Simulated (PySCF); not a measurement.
# CH5Ge (SMILES [CH2][GeH3]): UHF/x2c-TZVPall (sfX2C)

What is the vertical doublet–quartet gap of CH5Ge at UHF/x2c-TZVPall (sfX2C)? Input form: a Python script.

Program for the calculation: PySCF 2.14.0.

**1. The structure to begin with**

CH5Ge has 7 atoms, charge 0, and is taken as a doublet. As SMILES, `[CH2][GeH3]`. The coordinates come from a PBE0-D4/def2-TZVP relaxation.

Bond lengths: C1–Ge2 1.919 Å, C1–H3 1.084 Å, C1–H4 1.084 Å, Ge2–H5 1.538 Å, Ge2–H6 1.543 Å, Ge2–H7 1.537 Å. Angles: C1–Ge2–H5 110.1°, C1–Ge2–H6 110.8°, C1–Ge2–H7 110.0°, Ge2–C1–H3 122.0°, Ge2–C1–H4 122.0°, H5–Ge2–H6 108.0°, H5–Ge2–H7 109.6°, H6–Ge2–H7 108.2°, H3–C1–H4 116.0°.

**2. A single-point energy at UHF/x2c-TZVPall (sfX2C)**

File input.py:

```python
from pyscf import gto, scf

system = gto.Mole()
system.atom = '''
C     -0.235900    -1.139500     0.109200
Ge     0.174700     0.724600    -0.092900
H     -1.173800    -1.561300    -0.234100
H      0.439600    -1.826300     0.606600
H     -0.432200     1.260700    -1.400600
H     -0.409600     1.545200     1.075500
H      1.698500     0.928700    -0.109300
'''
system.charge = 0
system.basis = 'x2c-tzvpall'
system.spin = 1
system.verbose = 3
system.max_memory = 1860
system.build()

mf = scf.UHF(system)
mf = mf.sfx2c1e()
mf.conv_tol = 1e-10
mf.kernel()
if not mf.converged:
    mf = mf.newton().run(mf.mo_coeff, mf.mo_occ)

etot = mf.e_tot
print(f'total energy: {etot:.8f} hartree')
```

The run is started by

```console
$ OMP_NUM_THREADS=1 python input.py
```

What it wrote:

```text
converged SCF energy = -2137.85046959876  <S^2> = 0.76327827  2S+1 = 2.0132345
total energy: -2137.85046960 hartree
```

Run time: 5.4 s. Hardware: 1 thread of Arm Neoverse V1, shared host; peak memory 0.28 GiB.

**3. The quartet at the same level**

File input.py:

```python
from pyscf import gto

mol = gto.M(
    atom='''
C   -0.235900  -1.139500   0.109200
Ge   0.174700   0.724600  -0.092900
H   -1.173800  -1.561300  -0.234100
H    0.439600  -1.826300   0.606600
H   -0.432200   1.260700  -1.400600
H   -0.409600   1.545200   1.075500
H    1.698500   0.928700  -0.109300
''',
    max_memory=1860,
    verbose=3,
    basis='x2c-tzvpall',
    charge=0,
    spin=3,
)

myscf = mol.UHF()
myscf = myscf.sfx2c1e()
myscf.conv_tol = 1e-10
myscf.kernel()
if not myscf.converged:
    myscf = myscf.newton().run(myscf.mo_coeff, myscf.mo_occ)

energy = myscf.e_tot
print('E(%s) = %.9f' % ('HF', energy))
```

The run is started by

```console
$ OMP_NUM_THREADS=1 python input.py
```

What it wrote:

```text
WARN: HOMO 0.0909717863750392 >= LUMO -0.354950259729291

WARN: HOMO -0.127074219559947 >= LUMO -0.235504423528486

WARN: HOMO -0.101755322712766 >= LUMO -0.145546559062556

WARN: HOMO -0.0985072108213885 >= LUMO -0.118091487556669

WARN: HOMO -0.102070109971599 >= LUMO -0.117219318457042

WARN: HOMO -0.104504992821546 >= LUMO -0.114035272530128

WARN: HOMO -0.106120667119239 >= LUMO -0.11128859569255

WARN: HOMO -0.106663654101347 >= LUMO -0.110653949642973

WARN: HOMO -0.106864284306425 >= LUMO -0.110505559827502

WARN: HOMO -0.10697108492386 >= LUMO -0.110358287409586

WARN: HOMO -0.107001839730174 >= LUMO -0.1102138778548

WARN: HOMO -0.107013395465422 >= LUMO -0.110118658036239

WARN: HOMO -0.107022158860929 >= LUMO -0.110109155968704

WARN: HOMO -0.107023241616861 >= LUMO -0.110089638533037

WARN: HOMO -0.10702280390737 >= LUMO -0.110090540937119

WARN: HOMO -0.107022740152757 >= LUMO -0.110087869648783

WARN: HOMO -0.107022677607553 >= LUMO -0.11008748307594

WARN: HOMO -0.107022910228171 >= LUMO -0.11008849661987

WARN: HOMO -0.10702266002107 >= LUMO -0.110088230305838

WARN: HOMO -0.107022734363007 >= LUMO -0.110088269977407

converged SCF energy = -2137.5459987296  <S^2> = 3.764218  2S+1 = 4.0071027
E(HF) = -2137.545998730
```

Run time: 6.9 s. Hardware: 1 thread of Arm Neoverse V1, shared host; peak memory 0.29 GiB.

**4. Summary of results**

At UHF/x2c-TZVPall (sfX2C):

| quantity | value |
| --- | --- |
| doublet: total energy | -2137.85047 Eh |
| doublet: dipole moment | 0.60 D |
| doublet: HOMO energy (highest over α and β) | -10.36 eV |
| doublet: LUMO energy (lowest over α and β) | 2.28 eV |
| doublet: ⟨S²⟩ | 0.763 |
| quartet: total energy | -2137.54600 Eh |
| quartet: dipole moment | 3.66 D |
| quartet: HOMO energy (highest over α and β) | -2.91 eV |
| quartet: ⟨S²⟩ | 3.764 |
| vertical energy of the quartet above the doublet | 8.285 eV |

At this shape the quartet lies 8.29 eV (799 kJ/mol) above the doublet. Mulliken charges (doublet) run from -0.41 on C1 to +0.26 on Ge2; they depend strongly on the basis.
